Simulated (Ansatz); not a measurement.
# Al on graphene monolayer: hop to the nearest other hollow, part 3 of 3

Aim: the minimum-energy path and barrier of the hop to the nearest other hollow. The ends are relaxed first, then joined by a nudged elastic band. The slab cell is 3×3, 1 layer thick, and the adsorbate is set down on it by hand.

Ansatz 0.2.0; DFT PBE+D3(BJ), plane waves, PAW, scalar-relativistic, collinear spin.

**7. More of the same log: band between the two ends**

Output, continued, shortened:

```text
spin=Collinear: Resta preconditioning applied to the charge; magnetization (m = ρ↑ − ρ↓) channel mixes plain (no charge-response kernel on spin).
NEB image 4
[...]
spin=Collinear: Resta preconditioning applied to the charge; magnetization (m = ρ↑ − ρ↓) channel mixes plain (no charge-response kernel on spin).
NEB image 5
[...]
spin=Collinear: Resta preconditioning applied to the charge; magnetization (m = ρ↑ − ρ↓) channel mixes plain (no charge-response kernel on spin).
NEB image 6
[...]
WARN: dispersion: an atom stands within reach of a switch of its C6 between two reference coordination numbers of its element: through that C6 alone, e_disp changes by 0.025 eV or more while the distances to its neighbours run over a stretch of 0.05 Å that contains this geometry (sites [...]
NEB image 3
[...]
spin=Collinear: Resta preconditioning applied to the charge; magnetization (m = ρ↑ − ρ↓) channel mixes plain (no charge-response kernel on spin).
[...]
NEB image 4
[...]
spin=Collinear: Resta preconditioning applied to the charge; magnetization (m = ρ↑ − ρ↓) channel mixes plain (no charge-response kernel on spin).
NEB image 5
[...]
spin=Collinear: Resta preconditioning applied to the charge; magnetization (m = ρ↑ − ρ↓) channel mixes plain (no charge-response kernel on spin).
[...]
NEB image 6
[...]
spin=Collinear: Resta preconditioning applied to the charge; magnetization (m = ρ↑ − ρ↓) channel mixes plain (no charge-response kernel on spin).
NEB image 7
```

**8. The output, continued: band between the two ends**

Output, continued, shortened:

```text
[...]
spin=Collinear: Resta preconditioning applied to the charge; magnetization (m = ρ↑ − ρ↓) channel mixes plain (no charge-response kernel on spin).
NEB iter   3: max|band force component| = 3.188e-1 eV/Å  barrier→ = 0.1121 eV  barrier← = 0.1123 eV  CI = image 4  Δτ_max = 0.0487 Å  (50 SCF iters)
[...]
NEB iter   4: max|band force component| = 6.056e-1 eV/Å  barrier→ = 0.1094 eV  barrier← = 0.1095 eV  CI = image 4  Δτ_max = 0.0243 Å  (45 SCF iters)
[...]
WARN: dispersion: an atom stands within reach of a switch of its C6 between two reference coordination numbers of its element: through that C6 alone, e_disp changes by 0.025 eV or more while the distances to its neighbours run over a stretch of 0.05 Å that contains this geometry (sites [...]
    - { symbol: C, position: [0.6669602582111396, -0.0036589931874025272, 0.0901878933002576] }
    - { symbol: C, position: [0.8885798837500947, 0.10788986737091762, 0.0900581533390452] }
    - { symbol: C, position: [0.6672432338804422, 0.3303367028246425, 0.08981740956955742] }
    - { symbol: C, position: [0.8890509028823317, 0.4408370956928088, 0.09019937189112885] }
    - { symbol: C, position: [0.6665468019828066, 0.6633411908499275, 0.09035054167540246] }
    - { symbol: C, position: [0.8883648754292399, 0.7737269322430682, 0.0898867940223436] }
    - { symbol: Al, position: [0.2718886175028955, 0.057266373667417075, 0.2877097618688665] }
```

It took 5.6 min on 2 threads of Arm Neoverse V1, shared host; peak memory 1.8 GiB.

**9. Images and barrier**

Images 0 and 8 are the ends. Energies count from image 0; the path length is the program's own measure over all atoms.

| image | path (Å) | energy (eV) | Al19 x y z (Å) | band force (eV/Å) |
| --- | --- | --- | --- | --- |
| 0 | 0.000 | 0.0000 | 2.46 1.33 3.17 | - |
| 1 | 0.295 | 0.0137 | 2.26 1.12 3.17 | 0.048 |
| 2 | 0.590 | 0.0508 | 2.12 0.86 3.17 | 0.008 |
| 3 | 0.885 | 0.0907 | 1.96 0.61 3.17 | 0.008 |
| 4* | 1.179 | 0.1075 | 1.80 0.37 3.16 | 0.022 |
| 5 | 1.480 | 0.0895 | 1.66 0.10 3.16 | 0.008 |
| 6 | 1.781 | 0.0483 | 1.52 -0.16 3.16 | 0.010 |
| 7 | 2.081 | 0.0115 | 1.37 -0.42 3.16 | 0.019 |
| 8 | 2.382 | -0.0001 | 1.25 -0.70 3.16 | - |

The star marks the climbing image.

image, energy (eV) and a bar:
```
        0      0.000 
        1      0.014 ####
        2      0.051 ##############
        3      0.091 #########################
        4      0.108 ##############################
        5      0.090 #########################
        6      0.048 ##############
        7      0.012 ###
        8      0.000
```

How the highest energy settled:

```
iteration  highest image above image 0 (eV)  largest band force (eV/Å)
        1                            0.2622                      1.161
        2                            0.1174                      0.266
        3                            0.1121                      0.319
        4                            0.1094                      0.606
        5                            0.1089                      0.212
        6                            0.1079                      0.447
        7                            0.1075                      0.048
```

The band as a trajectory file:

```xyz
19
Lattice="7.398 0.000 0.000 -3.699 6.407 0.000 0.000 0.000 11.000" Properties=species:S:1:pos:R:3 pbc="T T T" image=0 dE=0.0000
C    -0.008   -0.055    0.989
C     1.223    0.656    0.987
C    -1.235    2.084    0.989
C    -0.008    2.799    0.990
C    -2.468    4.220    0.989
C    -1.235    4.924    0.989
C     2.464   -0.060    0.987
C     3.705    0.656    0.987
C     1.223    2.089    0.988
C     2.464    2.805    0.988
C    -0.002    4.220    0.989
C     1.231    4.932    0.989
C     4.936   -0.055    0.989
C     6.163    0.660    0.989
C     3.705    2.089    0.988
C     4.936    2.799    0.990
C     2.464    4.227    0.991
C     3.697    4.932    0.989
Al    2.460    1.334    3.172
19
Lattice="7.398 0.000 0.000 -3.699 6.407 0.000 0.000 0.000 11.000" Properties=species:S:1:pos:R:3 pbc="T T T" image=1 dE=0.0137
C    -0.004   -0.050    0.983
C     1.229    0.663    0.976
C    -1.229    2.090    0.988
C    -0.002    2.805    0.989
C    -2.463    4.225    0.987
C    -1.229    4.929    0.983
C     2.472   -0.054    0.977
C     3.711    0.664    0.987
C     1.231    2.097    0.986
C     2.471    2.810    0.995
C     0.004    4.226    0.988
C     1.237    4.937    0.989
C     4.941   -0.049    0.990
C     6.168    0.666    0.987
C     3.709    2.095    0.996
C     4.940    2.804    0.994
C     2.470    4.231    0.994
C     3.703    4.937    0.987
Al    2.261    1.119    3.172
19
Lattice="7.398 0.000 0.000 -3.699 6.407 0.000 0.000 0.000 11.000" Properties=species:S:1:pos:R:3 pbc="T T T" image=2 dE=0.0508
C    -0.002   -0.042    0.978
C     1.231    0.673    0.964
C    -1.227    2.099    0.989
C     0.001    2.813    0.990
C    -2.460    4.233    0.985
C    -1.227    4.936    0.979
C     2.475   -0.045    0.967
C     3.714    0.675    0.988
C     1.235    2.106    0.986
C     2.474    2.817    0.999
C     0.007    4.233    0.989
C     1.240    4.946    0.989
C     4.943   -0.040    0.991
C     6.170    0.675    0.988
C     3.710    2.103    0.999
C     4.941    2.812    0.995
C     2.472    4.237    0.996
C     3.705    4.945    0.986
Al    2.118    0.862    3.167
19
Lattice="7.398 0.000 0.000 -3.699 6.407 0.000 0.000 0.000 11.000" Properties=species:S:1:pos:R:3 pbc="T T T" image=3 dE=0.0907
C     0.000   -0.035    0.977
C     1.235    0.683    0.955
C    -1.224    2.106    0.988
C     0.005    2.821    0.991
C    -2.458    4.240    0.985
C    -1.223    4.943    0.979
C     2.480   -0.036    0.961
C     3.717    0.685    0.988
C     1.240    2.115    0.985
C     2.478    2.823    0.995
C     0.011    4.240    0.990
C     1.243    4.953    0.990
C     4.945   -0.032    0.993
C     6.172    0.683    0.989
C     3.712    2.110    0.995
C     4.944    2.818    0.994
C     2.475    4.244    0.995
C     3.707    4.951    0.985
Al    1.964    0.611    3.166
19
Lattice="7.398 0.000 0.000 -3.699 6.407 0.000 0.000 0.000 11.000" Properties=species:S:1:pos:R:3 pbc="T T T" image=4 dE=0.1075
C     0.004   -0.027    0.980
C     1.241    0.693    0.950
C    -1.221    2.114    0.988
C     0.010    2.827    0.991
C    -2.454    4.245    0.988
C    -1.219    4.951    0.983
C     2.485   -0.026    0.958
C     3.721    0.694    0.983
C     1.245    2.124    0.980
C     2.481    2.829    0.989
C     0.015    4.247    0.992
C     1.247    4.961    0.990
C     4.948   -0.023    0.992
C     6.175    0.691    0.991
C     3.714    2.116    0.988
C     4.947    2.824    0.992
C     2.477    4.250    0.994
C     3.710    4.957    0.989
Al    1.800    0.367    3.165
19
Lattice="7.398 0.000 0.000 -3.699 6.407 0.000 0.000 0.000 11.000" Properties=species:S:1:pos:R:3 pbc="T T T" image=5 dE=0.0895
C     0.006   -0.016    0.982
C     1.244    0.704    0.953
C    -1.218    2.122    0.986
C     0.014    2.835    0.987
C    -2.452    4.252    0.993
C    -1.216    4.961    0.986
C     2.489   -0.014    0.959
C     3.723    0.703    0.977
C     1.248    2.132    0.974
C     2.483    2.836    0.983
C     0.019    4.255    0.990
C     1.249    4.969    0.988
C     4.949   -0.014    0.988
C     6.176    0.701    0.989
C     3.716    2.124    0.983
C     4.948    2.832    0.991
C     2.479    4.257    0.992
C     3.711    4.965    0.993
Al    1.661    0.101    3.164
19
Lattice="7.398 0.000 0.000 -3.699 6.407 0.000 0.000 0.000 11.000" Properties=species:S:1:pos:R:3 pbc="T T T" image=6 dE=0.0483
C     0.009   -0.005    0.981
C     1.249    0.715    0.960
C    -1.215    2.131    0.984
C     0.017    2.843    0.983
C    -2.449    4.259    0.994
C    -1.211    4.970    0.984
C     2.492   -0.004    0.963
C     3.725    0.711    0.975
C     1.251    2.140    0.973
C     2.485    2.843    0.981
C     0.023    4.263    0.987
C     1.251    4.978    0.984
C     4.951   -0.005    0.984
C     6.177    0.710    0.985
C     3.717    2.131    0.981
C     4.950    2.839    0.991
C     2.481    4.264    0.991
C     3.712    4.973    0.994
Al    1.515   -0.161    3.162
19
Lattice="7.398 0.000 0.000 -3.699 6.407 0.000 0.000 0.000 11.000" Properties=species:S:1:pos:R:3 pbc="T T T" image=7 dE=0.0115
C     0.012    0.005    0.980
C     1.253    0.724    0.971
C    -1.213    2.139    0.981
C     0.020    2.851    0.981
C    -2.446    4.267    0.987
C    -1.206    4.980    0.980
C     2.495    0.006    0.971
C     3.727    0.719    0.977
C     1.254    2.147    0.976
C     2.487    2.851    0.980
C     0.026    4.271    0.983
C     1.254    4.986    0.981
C     4.953    0.003    0.981
C     6.180    0.719    0.982
C     3.720    2.139    0.980
C     4.953    2.846    0.986
C     2.482    4.272    0.986
C     3.713    4.981    0.987
Al    1.371   -0.423    3.161
19
Lattice="7.398 0.000 0.000 -3.699 6.407 0.000 0.000 0.000 11.000" Properties=species:S:1:pos:R:3 pbc="T T T" image=8 dE=-0.0001
C     0.014    0.017    0.978
C     1.255    0.733    0.978
C    -1.211    2.148    0.979
C     0.022    2.860    0.979
C    -2.444    4.275    0.978
C    -1.204    4.991    0.978
C     2.495    0.017    0.978
C     3.727    0.728    0.980
C     1.255    2.155    0.980
C     2.488    2.860    0.979
C     0.028    4.280    0.980
C     1.255    4.996    0.979
C     4.954    0.012    0.979
C     6.181    0.728    0.981
C     3.721    2.148    0.979
C     4.954    2.853    0.981
C     2.481    4.280    0.981
C     3.713    4.991    0.978
Al    1.255   -0.699    3.163
```

**10. Another band, settings changed**

crystal.atoms is end A as relaxed above, and neb.final_atoms is end B. With 4 inner images the band has 6 in all.

File input.yaml:

```yaml
crystal:
  lattice:
    - [7.398, 0.0, 0.0]
    - [-3.699, 6.406856, 0.0]
    - [0.0, 0.0, 11.0]
  atoms:
    - { symbol: C, position: [-0.0053954, -0.0086002, 0.08994824] }
    - { symbol: C, position: [0.21654526, 0.10242614, 0.08972696] }
    - { symbol: C, position: [-0.0042931, 0.3252833, 0.08989809] }
    - { symbol: C, position: [0.21738686, 0.43693646, 0.09002538] }
    - { symbol: C, position: [-0.00429127, 0.65862198, 0.08990692] }
    - { symbol: C, position: [0.21737283, 0.76861755, 0.08993295] }
    - { symbol: C, position: [0.32836425, -0.00941166, 0.08972338] }
    - { symbol: C, position: [0.55201701, 0.10243014, 0.08972862] }
    - { symbol: C, position: [0.32839277, 0.32604542, 0.08979231] }
    - { symbol: C, position: [0.5519767, 0.43781315, 0.08985196] }
    - { symbol: C, position: [0.32904154, 0.65862111, 0.08990355] }
    - { symbol: C, position: [0.5512643, 0.76973585, 0.08990675] }
    - { symbol: C, position: [0.66292213, -0.00859817, 0.08995115] }
    - { symbol: C, position: [0.88459566, 0.10306084, 0.08988308] }
    - { symbol: C, position: [0.66378384, 0.32604067, 0.08980341] }
    - { symbol: C, position: [0.8856746, 0.4369347, 0.0900354] }
    - { symbol: C, position: [0.66290912, 0.65968929, 0.09007828] }
    - { symbol: C, position: [0.88460091, 0.7697365, 0.08991055] }
    - { symbol: Al, position: [0.43671749, 0.20827943, 0.28835683] }
magnetization:
  spin_polarized: true
basis:
  ecutwfc: 420.0
kpoints:
  mp_grid: { grid: [2, 2, 1] }
hamiltonian:
  xc: pbe
  dispersion: d3bj
scf:
  occupations: { method: gaussian, width: 0.05 }
  lower_state_search: "off"
neb:
  images: 4
  f_tol: 0.05
  max_iterations: 50
  order_check: false
  climbing: immediate
  final_atoms:
    - { symbol: C, position: [0.00319765, 0.00263193, 0.08892677] }
    - { symbol: C, position: [0.22680939, 0.11441049, 0.08891045] }
    - { symbol: C, position: [0.00392613, 0.3352964, 0.08903832] }
    - { symbol: C, position: [0.2261238, 0.44639523, 0.08900769] }
    - { symbol: C, position: [0.00319765, 0.66723239, 0.08892677] }
    - { symbol: C, position: [0.22680939, 0.77906556, 0.08891045] }
    - { symbol: C, position: [0.33862122, 0.00264394, 0.08889663] }
    - { symbol: C, position: [0.5605475, 0.11360708, 0.0890878] }
    - { symbol: C, position: [0.33777021, 0.33635115, 0.08910743] }
    - { symbol: C, position: [0.55944881, 0.44637378, 0.08904071] }
    - { symbol: C, position: [0.3377702, 0.66808572, 0.08910743] }
    - { symbol: C, position: [0.55944881, 0.77974169, 0.08904071] }
    - { symbol: C, position: [0.6705691, 0.0019499, 0.08902763] }
    - { symbol: C, position: [0.89225814, 0.11361123, 0.08915911] }
    - { symbol: C, position: [0.6705691, 0.33528586, 0.08902763] }
    - { symbol: C, position: [0.89225814, 0.44531357, 0.08915911] }
    - { symbol: C, position: [0.66945497, 0.66806082, 0.08918591] }
    - { symbol: C, position: [0.89134889, 0.77900777, 0.0889368] }
    - { symbol: Al, position: [0.11505607, -0.10913863, 0.28750262] }
```

Command:

```
$ ansatz run input.yaml --threads 2 --pin off --max-ram 5120MiB --backend cpu --events-out ev --progress --plain --runs-dir out
```

Output, shortened:

```text
Warning: neb: disabling space-group detection — the band's intermediate images generally break the endpoint symmetry, so no spatial operation reduces the k-mesh or symmetrises the density, except that a semilocal band can use its path's symmetry ahead of convergence; time reversal is [...]
Warning: RAYON_NUM_THREADS=2 ignored (pool sized by the plan → 2); use --threads N
[...]
[... 4 set-up lines as earlier in the session ...]
[...]
parallel-image band execution: 2 concurrent image workers
NEB image 0
Crystal: 19 atoms, lattice volume = 521.377 Å³
[...]
WARN: dispersion: an atom stands within reach of a switch of its C6 between two reference coordination numbers of its element: through that C6 alone, e_disp changes by 0.025 eV or more while the distances to its neighbours run over a stretch of 0.05 Å that contains this geometry (sites [...]
NEB image 2
[...]
spin=Collinear: Resta preconditioning applied to the charge; magnetization (m = ρ↑ − ρ↓) channel mixes plain (no charge-response kernel on spin).
NEB image 3
[...]
spin=Collinear: Resta preconditioning applied to the charge; magnetization (m = ρ↑ − ρ↓) channel mixes plain (no charge-response kernel on spin).
NEB image 4
[...]
spin=Collinear: Resta preconditioning applied to the charge; magnetization (m = ρ↑ − ρ↓) channel mixes plain (no charge-response kernel on spin).
[...]
NEB iter   1: max|band force component| = 2.836e-1 eV/Å  barrier→ = 0.1073 eV  barrier← = 0.1074 eV  CI = image 2  Δτ_max = 0.1999 Å  (60 SCF iters)
  M     (μB):  +0.0000  +0.0000  +0.0000  +0.0000  +0.0000  +0.0000
  M_abs (μB):   0.0000   0.0000   0.0000   0.0000   0.0000   0.0000
NEB image 1
```

**11. The log goes on: band between the two ends**

Output, continued, shortened:

```text
[...]
spin=Collinear: Resta preconditioning applied to the charge; magnetization (m = ρ↑ − ρ↓) channel mixes plain (no charge-response kernel on spin).
NEB image 2
[...]
spin=Collinear: Resta preconditioning applied to the charge; magnetization (m = ρ↑ − ρ↓) channel mixes plain (no charge-response kernel on spin).
NEB image 3
[...]
spin=Collinear: Resta preconditioning applied to the charge; magnetization (m = ρ↑ − ρ↓) channel mixes plain (no charge-response kernel on spin).
[...]
WARN: dispersion: an atom stands within reach of a switch of its C6 between two reference coordination numbers of its element: through that C6 alone, e_disp changes by 0.025 eV or more while the distances to its neighbours run over a stretch of 0.05 Å that contains this geometry (sites [...]
Fermi energy:    0.291857 eV
[...]
--- Forces (eV/Å), atoms counted from 1 ---
  atom   1  C      0.00003799     0.00020143     0.00024089
  atom   2  C      0.00051487    -0.00017161     0.00029095
  atom   3  C      0.00002333    -0.00013191    -0.00003632
  atom   4  C      0.00005814     0.00012152     0.00000169
  atom   5  C      0.00023071    -0.00016127     0.00000060
[...]
  atom   6  C      0.00012203     0.00018744     0.00003932
  atom   7  C      0.00038096    -0.00011864    -0.00071666
  atom   8  C     -0.00005701    -0.00015524     0.00000096
[...]
--- Band table (eV; the first three rows and the last of 8) ---
[...]
this run last wrote the band of iteration 7 to <dir>
```

**12. The log goes on: band between the two ends**

Output, continued, shortened:

```text
--- NEB band (6 images, 7 band iterations, 197 SCF iterations) ---
  forward barrier  = 0.107033 eV
  backward barrier = 0.107183 eV
  lagrangian_above_aufbau_ev (what the smearing adds, to first order; not taken off the barriers): saddle image -0.000000 eV, end points -0.000000 and -0.000000 eV
  climbing image's point = of an order that was not read
  energies are F+E_penalty+E_count in eV, relative to image 0
[...]
    - { symbol: C, position: [0.6678425738120606, 0.33140489425627717, 0.0899249968818322] }
    - { symbol: C, position: [0.889643568457423, 0.44185294694082417, 0.09031835126233932] }
    - { symbol: C, position: [0.6671479412999862, 0.6643485296461543, 0.09030943038225792] }
    - { symbol: C, position: [0.8889485114421536, 0.7748024385454648, 0.08991789076855206] }
    - { symbol: Al, position: [0.2787100982262079, 0.052754487278527, 0.28798015382094444] }
```

Run time: 1.8 min. Hardware: 2 threads of Arm Neoverse V1, shared host; peak memory 1.4 GiB.

**13. Images and barrier**

Images 0 and 5 are the ends. Energies count from image 0; the path length is the program's own measure over all atoms.

| image | path (Å) | energy (eV) | Al19 x y z (Å) | band force (eV/Å) |
| --- | --- | --- | --- | --- |
| 0 | 0.000 | 0.0000 | 2.46 1.33 3.17 | - |
| 1 | 0.584 | 0.0508 | 2.16 0.84 3.17 | 0.025 |
| 2* | 1.169 | 0.1070 | 1.87 0.34 3.17 | 0.001 |
| 3 | 1.569 | 0.0771 | 1.66 -0.01 3.16 | 0.001 |
| 4 | 1.970 | 0.0214 | 1.46 -0.35 3.16 | 0.001 |
| 5 | 2.370 | -0.0001 | 1.25 -0.70 3.16 | - |

The star marks the climbing image.

image, energy (eV) and a bar:
```
        0      0.000 
        1      0.051 ##############
        2      0.107 ##############################
        3      0.077 ######################
        4      0.021 ######
        5      0.000
```

**14. Summary of results**

This closing draws on all 3 parts.

| quantity | value |
| --- | --- |
| end A | 7 moves, 0.412 eV lower |
| end B | 7 moves, 0.634 eV lower |
| first band: barrier forwards | 0.11 eV |
| first band: barrier backwards | 0.11 eV |
| first band: second end relative to first | 0.000 eV |
| first band: highest image | 4 of 0 to 8, climbing |
| first band: band iterations | 7 |
| first band: lowest curvatures at the top | -0.40 and 0.21 eV/Å² |
| second band | top 0.107 eV above image 0, 7 iterations, 4 inner images |
| time, first and second band | 5.6 min and 1.8 min |

What this shows: In the first band: the top lies 0.11 eV above the first end, or 4 kT at room temperature, which at an assumed attempt frequency of 10^13 s⁻¹ means a rate near 10^11 s⁻¹. The two ends lie within 1 meV of each other. The test of curvatures at the top gave "unresolved", so the point may be no simple saddle. The second band's top agrees with the first's to 1 meV, so the changed settings hardly move the height. A cell of 19 atoms lets the moving atom feel its images, and convergence in size and mesh was not shown.
